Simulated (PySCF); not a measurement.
# ReCl4O radical: EPR parameters, part 1 of 2

What do calculations give for the EPR parameters of ReCl4O radical (`[O]=[Re@TB12]([Cl])([Cl])([Cl])[Cl]`)?

Computed with PySCF 2.14.0 and routines of our own; the level stands in each step. Atoms count from 0.

## Step 1: The system as given

6 atoms, charge 0, multiplicity 2; geometry from: GFN2-xTB.

## Step 2: Geometry optimisation at PBE0-D3(BJ)/def2-SVP

Job settings and geometry (Å):

```
{"job": {"xc": "PBE0", "basis": "def2-SVP", "d3": "d3bj", "grid": 1, "maxiter": 30, "shake": 0.01, "kind": "geom"}, "charge": 0, "multiplicity": 2}
O     -0.574940    -0.902160    -1.532050
Re    -0.069610    -0.098710    -0.169540
Cl     1.696230    -1.498190     0.136780
Cl    -0.647590    -0.567130     1.882230
Cl    -1.740740     1.457470    -0.217420
Cl     1.360810     1.578710    -0.144660
```

Run with:

```
OMP_NUM_THREADS=1 python heavy_run.py task.json out
```

The driver reads the jobs from task.json and runs them one after another.

Output:

```text
step   0  E = -1993.14724031  max force = 0.029423
step   1  E = -1993.15553466  max force = 0.011999
step   2  E = -1993.15766247  max force = 0.006778
step   3  E = -1993.16050955  max force = 0.004755
step   4  E = -1993.16224718  max force = 0.007271
step   5  E = -1993.16273350  max force = 0.002790
step   6  E = -1993.16264243  max force = 0.005176
step   7  E = -1993.16303942  max force = 0.002273
step   8  E = -1993.16314551  max force = 0.000540
step   9  E = -1993.16320826  max force = 0.001543
step  10  E = -1993.16319255  max force = 0.001238
step  11  E = -1993.16321022  max force = 0.001296
step  12  E = -1993.16323563  max force = 0.000375
step  13  E = -1993.16323654  max force = 0.000309
optimisation converged
```

Run time: 2.6 min. Hardware: 1 thread of Arm Neoverse V2, shared host; peak memory 0.5 GiB.

Step by step: (the energy doesn't fall at every step)

| step | energy from step 0 (eV) | largest force component (eV/Å) |
| --- | --- | --- |
| 0 | 0.0000 | 1.5130 |
| 1 | -0.2257 | 0.6170 |
| 2 | -0.2836 | 0.3485 |
| 3 | -0.3611 | 0.2445 |
| 4 | -0.4084 | 0.3739 |
| 5 | -0.4216 | 0.1435 |
| 6 | -0.4191 | 0.2662 |
| 7 | -0.4299 | 0.1169 |
| 8 | -0.4328 | 0.0278 |
| 9 | -0.4345 | 0.0793 |
| 10 | -0.4341 | 0.0637 |
| 11 | -0.4346 | 0.0666 |
| 12 | -0.4353 | 0.0193 |
| 13 | -0.4353 | 0.0159 |

Close pairs (by a distance rule), those that changed most:

| bond | before (Å) | after (Å) | change (Å) |
| --- | --- | --- | --- |
| Re1–Cl3 | 2.182 | 2.283 | +0.100 |
| Re1–Cl5 | 2.205 | 2.283 | +0.079 |
| Re1–Cl2 | 2.274 | 2.285 | +0.011 |
| O0–Re1 | 1.661 | 1.651 | -0.009 |
| Re1–Cl4 | 2.284 | 2.285 | +0.001 |

The end geometry stands in the next job.

| at the end point | value |
| --- | --- |
| point group (found at 0.08 Å tolerance) | C2v |
| rotational constants (GHz, main isotopes) | 1.195, 1.181, 0.751 |
| dipole moment (D) | 0.10 |
| ⟨S²⟩ | 0.756 |

## Step 3: EPR parameters (ReCl4O radical, [O]=[Re]([Cl])([Cl])([Cl])[Cl]): BP86/pcH-1 Re:dyall-v2z (BP86), spin–orbit

Job settings and geometry (Å):

```
{"job": {"kind": "hepr", "xc": "BP86", "basis": {"default": "pcH-1", "Re": "dyall-v2z"}, "rel": "so"}, "charge": 0, "multiplicity": 2}
O     -0.555859    -0.886268    -1.474953
Re    -0.044300    -0.077739    -0.128846
Cl     1.777730    -1.199693     0.673566
Cl    -1.166888    -1.031266     1.615412
Cl    -1.450091     1.701702     0.150519
Cl     1.463512     1.463215    -0.880415
```

With the program's defaults for keys left out, this is: BP86/pcH-1 Re:dyall-v2z EPR parameters from three collinear SCF solutions, X2C with spin-orbit coupling, screened-nuclear two-electron part, Gaussian nuclei, gas phase.

Output:

```text
spin-free SCF
coarse grid: 39384 points
cycle   1  E = -18615.2018559765  dE =  1.828e+00  |g| = 2.828e+00  |ddm| = 1.968e+00
cycle   2  E = -18591.4065980823  dE =  2.380e+01  |g| = 1.005e+01  |ddm| = 9.547e+00
cycle   3  E = -18612.5263588475  dE = -2.112e+01  |g| = 3.893e+00  |ddm| = 7.214e+00
cycle   4  E = -18613.1527142055  dE = -6.264e-01  |g| = 2.916e+00  |ddm| = 3.031e+00
cycle   5  E = -18617.5216880400  dE = -4.369e+00  |g| = 8.982e-01  |ddm| = 2.033e+00
cycle   6  E = -18617.7281035642  dE = -2.064e-01  |g| = 4.896e-01  |ddm| = 6.733e-01
cycle   7  E = -18617.7866421379  dE = -5.854e-02  |g| = 2.494e-01  |ddm| = 5.986e-01
cycle   8  E = -18617.8123855637  dE = -2.574e-02  |g| = 1.443e-01  |ddm| = 3.704e-01
cycle   9  E = -18617.8159926034  dE = -3.607e-03  |g| = 1.299e-01  |ddm| = 1.303e-01
cycle  10  E = -18617.8199197783  dE = -3.927e-03  |g| = 7.616e-02  |ddm| = 4.176e-02
cycle  11  E = -18617.8217497972  dE = -1.830e-03  |g| = 2.293e-02  |ddm| = 3.493e-02
cycle  12  E = -18617.8218931212  dE = -1.433e-04  |g| = 1.432e-02  |ddm| = 2.452e-02
cycle  13  E = -18617.8219815250  dE = -8.840e-05  |g| = 3.436e-03  |ddm| = 1.149e-02
cycle  14  E = -18617.8219863987  dE = -4.874e-06  |g| = 1.074e-03  |ddm| = 2.893e-03
final grid: 73784 points
cycle  15  E = -18617.8196707036  dE = -3.602e-04  |g| = 8.563e-03  |ddm| = 3.238e-03
cycle  16  E = -18617.8196157680  dE =  5.494e-05  |g| = 1.202e-02  |ddm| = 1.079e-02
cycle  17  E = -18617.8196220496  dE = -6.282e-06  |g| = 1.115e-02  |ddm| = 1.643e-02
cycle  18  E = -18617.8196691894  dE = -4.714e-05  |g| = 3.285e-03  |ddm| = 9.030e-03
cycle  19  E = -18617.8196739383  dE = -4.749e-06  |g| = 1.208e-03  |ddm| = 2.717e-03
cycle  20  E = -18617.8196743642  dE = -4.259e-07  |g| = 2.757e-04  |ddm| = 7.189e-04
cycle  21  E = -18617.8196743997  dE = -3.554e-08  |g| = 3.035e-05  |ddm| = 2.499e-04
cycle  22  E = -18617.8196744001  dE = -3.274e-10  |g| = 1.258e-05  |ddm| = 4.042e-05
converged SCF energy = -18617.8196744001
two-component SCF, magnetisation along principal axis 1
cycle   1  E = -18609.8751690517  dE = -1.861e+04  |FDS-SDF| = 4.512e+02
cycle   2  E = -18630.9861483279  dE = -2.111e+01  |FDS-SDF| = 6.364e-01
cycle   3  E = -18630.9848298938  dE =  1.318e-03  |FDS-SDF| = 1.973e-01
cycle   4  E = -18630.9661828357  dE =  1.865e-02  |FDS-SDF| = 4.241e-01
cycle   5  E = -18630.9822050758  dE = -1.602e-02  |FDS-SDF| = 1.509e-01
cycle   6  E = -18630.9861726668  dE = -3.968e-03  |FDS-SDF| = 4.462e-02
cycle   7  E = -18630.9865116114  dE = -3.389e-04  |FDS-SDF| = 1.548e-02
cycle   8  E = -18630.9865714063  dE = -5.979e-05  |FDS-SDF| = 9.618e-04
cycle   9  E = -18630.9865714789  dE = -7.258e-08  |FDS-SDF| = 3.122e-04
cycle  10  E = -18630.9865714962  dE = -1.730e-08  |FDS-SDF| = 1.103e-04
cycle  11  E = -18630.9865714995  dE = -3.263e-09  |FDS-SDF| = 3.609e-05
converged, E = -18630.9865714995
two-component SCF, magnetisation along principal axis 2
cycle   1  E = -18609.8751690517  dE = -1.861e+04  |FDS-SDF| = 4.512e+02
cycle   2  E = -18630.9861462277  dE = -2.111e+01  |FDS-SDF| = 6.364e-01
cycle   3  E = -18630.9848258673  dE =  1.320e-03  |FDS-SDF| = 1.974e-01
cycle   4  E = -18630.9661358048  dE =  1.869e-02  |FDS-SDF| = 4.246e-01
cycle   5  E = -18630.9821965458  dE = -1.606e-02  |FDS-SDF| = 1.511e-01
cycle   6  E = -18630.9861701226  dE = -3.974e-03  |FDS-SDF| = 4.463e-02
cycle   7  E = -18630.9865095219  dE = -3.394e-04  |FDS-SDF| = 1.548e-02
cycle   8  E = -18630.9865694050  dE = -5.988e-05  |FDS-SDF| = 9.609e-04
cycle   9  E = -18630.9865694388  dE = -3.380e-08  |FDS-SDF| = 3.032e-04
cycle  10  E = -18630.9865694556  dE = -1.676e-08  |FDS-SDF| = 8.781e-05
converged, E = -18630.9865694556
two-component SCF, magnetisation along principal axis 3
cycle   1  E = -18609.8751690516  dE = -1.861e+04  |FDS-SDF| = 4.512e+02
cycle   2  E = -18630.9861361380  dE = -2.111e+01  |FDS-SDF| = 6.364e-01
cycle   3  E = -18630.9848125946  dE =  1.324e-03  |FDS-SDF| = 1.976e-01
cycle   4  E = -18630.9659268070  dE =  1.889e-02  |FDS-SDF| = 4.269e-01
cycle   5  E = -18630.9821320456  dE = -1.621e-02  |FDS-SDF| = 1.525e-01
cycle   6  E = -18630.9861594008  dE = -4.027e-03  |FDS-SDF| = 4.453e-02
cycle   7  E = -18630.9864988792  dE = -3.395e-04  |FDS-SDF| = 1.548e-02
cycle   8  E = -18630.9865589700  dE = -6.009e-05  |FDS-SDF| = 9.684e-04
cycle   9  E = -18630.9865589525  dE =  1.750e-08  |FDS-SDF| = 2.987e-04
cycle  10  E = -18630.9865589690  dE = -1.647e-08  |FDS-SDF| = 7.606e-05
converged, E = -18630.9865589690

g tensor 1.80548 1.81555 2.04157   isotropic 1.88753

Hyperfine (MHz)
atom isotope      a_iso        A1        A2        A3
  0    17O        1.17      -1.67       2.51       2.68
  1  187Re     -671.77   -1301.42    -361.70    -352.19
  2   35Cl        3.76     -20.16       7.46      23.99
  3   35Cl        3.61     -22.38       6.36      26.84
  4   35Cl        3.84     -20.64       7.41      24.75
  5   35Cl        3.57     -22.09       6.41      26.39

Field gradients (au) and densities at the nuclei (bohr^-3)
atom        Vxx        Vyy        Vzz        centre      nuclear mean
  0 O      0.0638     0.0746    -0.1385        314.076        314.065
  1 Re    -2.1016    -2.3039     4.4055    1552530.409    1436480.571
  2 Cl    -0.5380    -1.5859     2.1239       2832.844       2844.056
  3 Cl    -0.5608    -1.5013     2.0621       2832.843       2844.054
  4 Cl    -0.5474    -1.5646     2.1120       2832.844       2844.056
  5 Cl    -0.5563    -1.5138     2.0701       2832.842       2844.054
without picture change
  1 Re                           4.9947                   3986977.316
```

Run time: 2.8 min. Hardware: 1 thread of Arm Neoverse V2, shared host; peak memory 1.7 GiB.

From this job:

| quantity | value |
| --- | --- |
| g(iso) | 1.8875 |

Mulliken spin populations:

| atom | value (e) |
| --- | --- |
| O0 | -0.05 |
| Re1 | 0.73 |
| Cl2 | 0.07 |
| Cl3 | 0.08 |
| Cl4 | 0.08 |
| Cl5 | 0.08 |

## Step 4: EPR parameters (ReCl₄O radical, [O]=[Re]([Cl])([Cl])([Cl])[Cl]): PBE/pcH-1 Re:dyall-v2z (PBE), spin–orbit

Job settings and geometry (Å):

```
{"job": {"kind": "hepr", "xc": "PBE", "basis": {"default": "pcH-1", "Re": "dyall-v2z"}, "rel": "so"}, "charge": 0, "multiplicity": 2}
O     -0.555859    -0.886268    -1.474953
Re    -0.044300    -0.077739    -0.128846
Cl     1.777730    -1.199693     0.673566
Cl    -1.166888    -1.031266     1.615412
Cl    -1.450091     1.701702     0.150519
Cl     1.463512     1.463215    -0.880415
```

With the program's defaults for keys left out, this is: PBE/pcH-1 Re:dyall-v2z EPR parameters from three collinear SCF solutions, X2C with spin-orbit coupling, screened-nuclear two-electron part, Gaussian nuclei, gas phase.

Output:

```text
spin-free SCF
coarse grid: 39384 points
cycle   1  E = -18611.3620783771  dE =  2.576e+00  |g| = 3.114e+00  |ddm| = 6.807e+00
cycle   2  E = -18583.0333375947  dE =  2.833e+01  |g| = 1.118e+01  |ddm| = 1.254e+01
cycle   3  E = -18607.4049453096  dE = -2.437e+01  |g| = 4.673e+00  |ddm| = 7.966e+00
cycle   4  E = -18608.7652174532  dE = -1.360e+00  |g| = 3.130e+00  |ddm| = 3.304e+00
cycle   5  E = -18613.6603391154  dE = -4.895e+00  |g| = 1.619e+00  |ddm| = 2.340e+00
cycle   6  E = -18614.6978559783  dE = -1.038e+00  |g| = 2.777e-01  |ddm| = 1.025e+00
cycle   7  E = -18614.6279032982  dE =  6.995e-02  |g| = 4.288e-01  |ddm| = 7.132e-01
cycle   8  E = -18614.7335593261  dE = -1.057e-01  |g| = 7.782e-02  |ddm| = 5.481e-01
cycle   9  E = -18614.7346543730  dE = -1.095e-03  |g| = 5.738e-02  |ddm| = 7.250e-02
cycle  10  E = -18614.7350143977  dE = -3.600e-04  |g| = 4.311e-02  |ddm| = 6.582e-02
cycle  11  E = -18614.7355976403  dE = -5.832e-04  |g| = 2.820e-02  |ddm| = 3.826e-02
cycle  12  E = -18614.7358653234  dE = -2.677e-04  |g| = 1.674e-02  |ddm| = 1.795e-02
cycle  13  E = -18614.7359546633  dE = -8.934e-05  |g| = 6.057e-03  |ddm| = 1.109e-02
cycle  14  E = -18614.7359685782  dE = -1.391e-05  |g| = 1.424e-03  |ddm| = 4.758e-03
cycle  15  E = -18614.7359692393  dE = -6.611e-07  |g| = 6.242e-04  |ddm| = 1.178e-03
final grid: 73784 points
cycle  16  E = -18614.7359512480  dE = -1.165e-04  |g| = 5.226e-02  |ddm| = 1.950e-03
cycle  17  E = -18614.7359114610  dE =  3.979e-05  |g| = 1.173e-02  |ddm| = 6.215e-03
cycle  18  E = -18614.7350056939  dE =  9.058e-04  |g| = 5.526e-02  |ddm| = 2.967e-02
cycle  19  E = -18614.7359501650  dE = -9.445e-04  |g| = 2.614e-03  |ddm| = 2.473e-02
cycle  20  E = -18614.7359527799  dE = -2.615e-06  |g| = 5.102e-04  |ddm| = 1.957e-03
cycle  21  E = -18614.7359529078  dE = -1.279e-07  |g| = 9.464e-05  |ddm| = 5.093e-04
cycle  22  E = -18614.7359529123  dE = -4.493e-09  |g| = 3.401e-05  |ddm| = 1.369e-04
converged SCF energy = -18614.7359529123
two-component SCF, magnetisation along principal axis 1
cycle   1  E = -18606.7941148745  dE = -1.861e+04  |FDS-SDF| = 4.511e+02
cycle   2  E = -18627.8969180878  dE = -2.110e+01  |FDS-SDF| = 6.373e-01
cycle   3  E = -18627.8956272008  dE =  1.291e-03  |FDS-SDF| = 1.965e-01
cycle   4  E = -18627.8775140643  dE =  1.811e-02  |FDS-SDF| = 4.196e-01
cycle   5  E = -18627.8930514339  dE = -1.554e-02  |FDS-SDF| = 1.498e-01
cycle   6  E = -18627.8969378847  dE = -3.886e-03  |FDS-SDF| = 4.464e-02
cycle   7  E = -18627.8972821592  dE = -3.443e-04  |FDS-SDF| = 1.529e-02
cycle   8  E = -18627.8973406969  dE = -5.854e-05  |FDS-SDF| = 9.431e-04
cycle   9  E = -18627.8973407634  dE = -6.654e-08  |FDS-SDF| = 3.236e-04
cycle  10  E = -18627.8973407815  dE = -1.809e-08  |FDS-SDF| = 1.369e-04
cycle  11  E = -18627.8973407870  dE = -5.552e-09  |FDS-SDF| = 3.252e-05
converged, E = -18627.8973407870
two-component SCF, magnetisation along principal axis 2
cycle   1  E = -18606.7941148740  dE = -1.861e+04  |FDS-SDF| = 4.511e+02
cycle   2  E = -18627.8969159298  dE = -2.110e+01  |FDS-SDF| = 6.373e-01
cycle   3  E = -18627.8956231131  dE =  1.293e-03  |FDS-SDF| = 1.966e-01
cycle   4  E = -18627.8774662757  dE =  1.816e-02  |FDS-SDF| = 4.200e-01
cycle   5  E = -18627.8930422585  dE = -1.558e-02  |FDS-SDF| = 1.500e-01
cycle   6  E = -18627.8969352725  dE = -3.893e-03  |FDS-SDF| = 4.465e-02
cycle   7  E = -18627.8972800073  dE = -3.447e-04  |FDS-SDF| = 1.529e-02
cycle   8  E = -18627.8973385413  dE = -5.853e-05  |FDS-SDF| = 9.393e-04
cycle   9  E = -18627.8973386099  dE = -6.861e-08  |FDS-SDF| = 2.990e-04
cycle  10  E = -18627.8973386259  dE = -1.600e-08  |FDS-SDF| = 9.762e-05
cycle  11  E = -18627.8973386289  dE = -2.976e-09  |FDS-SDF| = 3.897e-05
converged, E = -18627.8973386289
two-component SCF, magnetisation along principal axis 3
cycle   1  E = -18606.7941148740  dE = -1.861e+04  |FDS-SDF| = 4.511e+02
cycle   2  E = -18627.8969059856  dE = -2.110e+01  |FDS-SDF| = 6.373e-01
cycle   3  E = -18627.8956102844  dE =  1.296e-03  |FDS-SDF| = 1.968e-01
cycle   4  E = -18627.8772533805  dE =  1.836e-02  |FDS-SDF| = 4.225e-01
cycle   5  E = -18627.8929729235  dE = -1.572e-02  |FDS-SDF| = 1.515e-01
cycle   6  E = -18627.8969248082  dE = -3.952e-03  |FDS-SDF| = 4.453e-02
cycle   7  E = -18627.8972694559  dE = -3.446e-04  |FDS-SDF| = 1.529e-02
cycle   8  E = -18627.8973282080  dE = -5.875e-05  |FDS-SDF| = 9.488e-04
cycle   9  E = -18627.8973282791  dE = -7.115e-08  |FDS-SDF| = 3.032e-04
cycle  10  E = -18627.8973282948  dE = -1.568e-08  |FDS-SDF| = 1.088e-04
cycle  11  E = -18627.8973282982  dE = -3.391e-09  |FDS-SDF| = 3.681e-05
converged, E = -18627.8973282982

g tensor 1.80677 1.81675 2.04140   isotropic 1.88831

Hyperfine (MHz)
atom isotope      a_iso        A1        A2        A3
  0    17O        1.72      -1.31       3.14       3.32
  1  187Re     -715.94   -1341.29    -407.96    -398.56
  2   35Cl        3.66     -20.30       7.34      23.95
  3   35Cl        3.50     -22.48       6.25      26.74
  4   35Cl        3.74     -20.77       7.29      24.69
  5   35Cl        3.46     -22.19       6.30      26.28

Field gradients (au) and densities at the nuclei (bohr^-3)
atom        Vxx        Vyy        Vzz        centre      nuclear mean
  0 O      0.0578     0.0689    -0.1267        313.615        313.605
  1 Re    -2.1213    -2.3266     4.4478    1551163.389    1434997.041
  2 Cl    -0.5453    -1.5803     2.1256       2830.593       2841.795
  3 Cl    -0.5670    -1.4977     2.0647       2830.591       2841.794
  4 Cl    -0.5545    -1.5594     2.1138       2830.593       2841.796
  5 Cl    -0.5625    -1.5101     2.0726       2830.591       2841.794
without picture change
  1 Re                           5.0555                   3983614.632
```

Run time: 2.9 min. Hardware: 1 thread of Arm Neoverse V2, shared host; peak memory 1.7 GiB.

From this job:

| quantity | value |
| --- | --- |
| g(iso) | 1.8883 |

## Step 5: EPR parameters (ReCl4O radical, [O]=[Re]([Cl])([Cl])([Cl])[Cl]): B3LYP/pcH-1 Re:dyall-v2z (B3LYP), spin–orbit

Job settings and geometry (Å):

```
{"job": {"kind": "hepr", "xc": "B3LYP", "basis": {"default": "pcH-1", "Re": "dyall-v2z"}, "rel": "so"}, "charge": 0, "multiplicity": 2}
O     -0.555859    -0.886268    -1.474953
Re    -0.044300    -0.077739    -0.128846
Cl     1.777730    -1.199693     0.673566
Cl    -1.166888    -1.031266     1.615412
Cl    -1.450091     1.701702     0.150519
Cl     1.463512     1.463215    -0.880415
```

With the program's defaults for keys left out, this is: B3LYP/pcH-1 Re:dyall-v2z EPR parameters from three collinear SCF solutions, X2C with spin-orbit coupling, screened-nuclear two-electron part, Gaussian nuclei, gas phase.

Output:

```text
spin-free SCF
coarse grid: 39384 points
cycle   1  E = -18613.4068557761  dE =  1.447e+00  |g| = 2.659e+00  |ddm| = 1.899e+00
cycle   2  E = -18594.2288333690  dE =  1.918e+01  |g| = 8.932e+00  |ddm| = 8.129e+00
cycle   3  E = -18612.3588629046  dE = -1.813e+01  |g| = 3.033e+00  |ddm| = 6.071e+00
cycle   4  E = -18613.0539651718  dE = -6.951e-01  |g| = 2.441e+00  |ddm| = 2.588e+00
cycle   5  E = -18615.6703873213  dE = -2.616e+00  |g| = 4.831e-01  |ddm| = 1.451e+00
cycle   6  E = -18615.6703197159  dE =  6.761e-05  |g| = 4.422e-01  |ddm| = 4.623e-01
cycle   7  E = -18615.7429168360  dE = -7.260e-02  |g| = 7.275e-02  |ddm| = 2.675e-01
cycle   8  E = -18615.7438725731  dE = -9.557e-04  |g| = 4.562e-02  |ddm| = 5.115e-02
cycle   9  E = -18615.7445090045  dE = -6.364e-04  |g| = 2.306e-02  |ddm| = 2.799e-02
cycle  10  E = -18615.7446991384  dE = -1.901e-04  |g| = 4.259e-03  |ddm| = 1.413e-02
cycle  11  E = -18615.7447066585  dE = -7.520e-06  |g| = 1.893e-03  |ddm| = 5.050e-03
final grid: 73784 points
cycle  12  E = -18615.7428886186  dE = -1.873e-04  |g| = 7.109e-03  |ddm| = 5.380e-03
cycle  13  E = -18615.7427502781  dE =  1.383e-04  |g| = 1.964e-02  |ddm| = 1.457e-02
cycle  14  E = -18615.7428986773  dE = -1.484e-04  |g| = 3.472e-03  |ddm| = 1.144e-02
cycle  15  E = -18615.7428970622  dE =  1.615e-06  |g| = 4.114e-03  |ddm| = 4.268e-03
cycle  16  E = -18615.7429027306  dE = -5.668e-06  |g| = 7.774e-04  |ddm| = 2.535e-03
cycle  17  E = -18615.7429029547  dE = -2.240e-07  |g| = 8.753e-05  |ddm| = 6.337e-04
cycle  18  E = -18615.7429029606  dE = -5.904e-09  |g| = 4.796e-05  |ddm| = 1.161e-04
converged SCF energy = -18615.7429029606
two-component SCF, magnetisation along principal axis 1
cycle   1  E = -18607.8028239098  dE = -1.861e+04  |FDS-SDF| = 4.509e+02
cycle   2  E = -18628.8911245831  dE = -2.109e+01  |FDS-SDF| = 1.204e+00
cycle   3  E = -18628.8942436470  dE = -3.119e-03  |FDS-SDF| = 1.303e-01
cycle   4  E = -18628.8931847844  dE =  1.059e-03  |FDS-SDF| = 1.871e-01
cycle   5  E = -18628.8945268835  dE = -1.342e-03  |FDS-SDF| = 5.215e-02
cycle   6  E = -18628.8949191898  dE = -3.923e-04  |FDS-SDF| = 1.819e-02
cycle   7  E = -18628.8950031604  dE = -8.397e-05  |FDS-SDF| = 6.171e-03
cycle   8  E = -18628.8950259983  dE = -2.284e-05  |FDS-SDF| = 3.888e-03
cycle   9  E = -18628.8950510335  dE = -2.504e-05  |FDS-SDF| = 9.715e-04
cycle  10  E = -18628.8950537136  dE = -2.680e-06  |FDS-SDF| = 4.649e-04
cycle  11  E = -18628.8950541882  dE = -4.746e-07  |FDS-SDF| = 2.170e-04
cycle  12  E = -18628.8950542566  dE = -6.840e-08  |FDS-SDF| = 7.381e-05
cycle  13  E = -18628.8950542658  dE = -9.168e-09  |FDS-SDF| = 3.856e-05
converged, E = -18628.8950542658
two-component SCF, magnetisation along principal axis 2
cycle   1  E = -18607.8028239100  dE = -1.861e+04  |FDS-SDF| = 4.509e+02
cycle   2  E = -18628.8911247015  dE = -2.109e+01  |FDS-SDF| = 1.204e+00
cycle   3  E = -18628.8942435880  dE = -3.119e-03  |FDS-SDF| = 1.303e-01
cycle   4  E = -18628.8931843114  dE =  1.059e-03  |FDS-SDF| = 1.871e-01
cycle   5  E = -18628.8945264470  dE = -1.342e-03  |FDS-SDF| = 5.215e-02
cycle   6  E = -18628.8949186620  dE = -3.922e-04  |FDS-SDF| = 1.819e-02
cycle   7  E = -18628.8950024768  dE = -8.381e-05  |FDS-SDF| = 6.166e-03
cycle   8  E = -18628.8950251856  dE = -2.271e-05  |FDS-SDF| = 3.883e-03
cycle   9  E = -18628.8950499708  dE = -2.479e-05  |FDS-SDF| = 9.624e-04
cycle  10  E = -18628.8950525649  dE = -2.594e-06  |FDS-SDF| = 4.570e-04
cycle  11  E = -18628.8950530090  dE = -4.441e-07  |FDS-SDF| = 2.104e-04
cycle  12  E = -18628.8950530690  dE = -5.998e-08  |FDS-SDF| = 6.707e-05
cycle  13  E = -18628.8950530752  dE = -6.206e-09  |FDS-SDF| = 3.219e-05
converged, E = -18628.8950530752
two-component SCF, magnetisation along principal axis 3
cycle   1  E = -18607.8028239091  dE = -1.861e+04  |FDS-SDF| = 4.509e+02
cycle   2  E = -18628.8911183246  dE = -2.109e+01  |FDS-SDF| = 1.204e+00
cycle   3  E = -18628.8942355793  dE = -3.117e-03  |FDS-SDF| = 1.303e-01
cycle   4  E = -18628.8931740254  dE =  1.062e-03  |FDS-SDF| = 1.871e-01
cycle   5  E = -18628.8945157467  dE = -1.342e-03  |FDS-SDF| = 5.215e-02
cycle   6  E = -18628.8949074316  dE = -3.917e-04  |FDS-SDF| = 1.818e-02
cycle   7  E = -18628.8949902310  dE = -8.280e-05  |FDS-SDF| = 6.132e-03
cycle   8  E = -18628.8950121479  dE = -2.192e-05  |FDS-SDF| = 3.848e-03
cycle   9  E = -18628.8950355414  dE = -2.339e-05  |FDS-SDF| = 9.225e-04
cycle  10  E = -18628.8950378004  dE = -2.259e-06  |FDS-SDF| = 4.345e-04
cycle  11  E = -18628.8950381790  dE = -3.786e-07  |FDS-SDF| = 2.001e-04
cycle  12  E = -18628.8950382310  dE = -5.199e-08  |FDS-SDF| = 6.374e-05
cycle  13  E = -18628.8950382359  dE = -4.900e-09  |FDS-SDF| = 3.042e-05
converged, E = -18628.8950382359

g tensor 1.79309 1.80295 2.04196   isotropic 1.87933

Hyperfine (MHz)
atom isotope      a_iso        A1        A2        A3
  0    17O        3.52      -0.73       5.50       5.80
  1  187Re     -892.02   -1550.43    -567.26    -558.37
  2   35Cl        5.04     -18.92      10.46      23.60
  3   35Cl        5.18     -20.83       9.71      26.67
  4   35Cl        5.21     -19.32      10.52      24.42
  5   35Cl        5.09     -20.59       9.70      26.17

Field gradients (au) and densities at the nuclei (bohr^-3)
atom        Vxx        Vyy        Vzz        centre      nuclear mean
  0 O      0.0739     0.0887    -0.1626        313.257        313.246
  1 Re    -2.3643    -2.5777     4.9420    1549768.040    1433831.589
  2 Cl    -0.5980    -1.6549     2.2529       2828.355       2839.548
  3 Cl    -0.6218    -1.5678     2.1896       2828.353       2839.546
  4 Cl    -0.6072    -1.6329     2.2401       2828.355       2839.549
  5 Cl    -0.6175    -1.5807     2.1982       2828.353       2839.546
without picture change
  1 Re                           5.6138                   3980102.228
```

Run time: 17 min. Hardware: 1 thread of Arm Neoverse V2, shared host; peak memory 1.9 GiB.

From this job:

| quantity | value |
| --- | --- |
| g(iso) | 1.8793 |

(Continued in part 2 of 2.)
